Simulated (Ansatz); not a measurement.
# BH5SSiZn: how energies converge with the basis set

The task here is to estimate one member of a computed series from the others.

Program: Ansatz 0.2.0, Gaussian basis. Level of theory: one geometry, several basis sets. These are calculated values, not measurements.

Plan: PBE0-D4/def2-SVP; ωB97M-V/def2-SVP; PBE0-D4/def2-QZVPP; ωB97M-V/def2-QZVPP; the functionals' def2-TZVPP values are taken from earlier runs.

## The geometry

The geometry comes from an earlier relaxation with PBE0-D4 in a triple-zeta def2 set; it is a stationary point, not always the lowest conformer.

9 atoms, charge 0, spin multiplicity 1.

Atoms are counted from 1 here; the program's logs count them from 0.

Bond lengths: B1–Zn2 2.056 Å, B1–H5 1.197 Å, B1–H6 1.197 Å, Zn2–S3 2.187 Å, S3–Si4 2.124 Å, Si4–H7 1.485 Å, Si4–H8 1.485 Å, Si4–H9 1.495 Å. Angles: Zn2–B1–H5 121.8°, Zn2–B1–H6 121.8°, H5–B1–H6 116.4°, B1–Zn2–S3 179.0°, Zn2–S3–Si4 93.2°, S3–Si4–H7 111.0°, S3–Si4–H8 110.9°, S3–Si4–H9 110.7°, H7–Si4–H8 108.8°, H7–Si4–H9 107.7°, H8–Si4–H9 107.7°.

The first run:

File in.yaml:

```yaml
crystal:
  periodic: [false, false, false]
  atoms:
    - {symbol: B, position_ang: [-0.673857, 2.142560, -1.590754]}
    - {symbol: Zn, position_ang: [0.442379, 1.083508, -0.227613]}
    - {symbol: S, position_ang: [1.653783, -0.012420, 1.225753]}
    - {symbol: Si, position_ang: [0.392959, -1.721237, 1.169305]}
    - {symbol: H, position_ang: [-0.352862, 3.236273, -1.955969]}
    - {symbol: H, position_ang: [-1.679956, 1.698422, -2.062812]}
    - {symbol: H, position_ang: [-0.184233, -2.000380, 2.509003]}
    - {symbol: H, position_ang: [1.144154, -2.918211, 0.712408]}
    - {symbol: H, position_ang: [-0.742358, -1.508505, 0.220690]}
basis:
  gaussian: {orbitals: def2-SVP}
hamiltonian: {xc: pbe0, dispersion: d4}
output: {orbitals: {seedname: orbitals}}
```

Started as:

```bash
ansatz run in.yaml --threads 4 --pin off --events-out ev --progress --plain --max-ram 10444MiB
```

Steps of the session up to this table: PBE0-D4 in def2-SVP; ωB97M-V in def2-SVP; PBE0-D4 in def2-QZVPP; ωB97M-V in def2-QZVPP.

One of the session's tables, all rows but one given; the rest of the session is left out.

It belongs to the step «Density functionals: the series». 

| functional | basis | HOMO (eV) | LUMO (eV) |
| --- | --- | --- | --- |
| PBE0-D4 | def2-SVP | -7.10 | -2.62 |
| PBE0-D4 | def2-TZVPP | -7.25 | -2.75 |
| PBE0-D4 | def2-QZVPP | -7.27 | -2.76 |
| ωB97M-V | def2-SVP | -9.17 | -0.54 |
| ωB97M-V | def2-TZVPP | ? | ? |
| ωB97M-V | def2-QZVPP | -9.40 | -0.92 |

**Question.** Estimate the row for ωB97M-V, def2-TZVPP.

**Answer.** HOMO (eV): -9.38; LUMO (eV): -0.86. In the column «HOMO (eV)» it lies between ωB97M-V, def2-QZVPP (-9.40) and ωB97M-V, def2-SVP (-9.17).
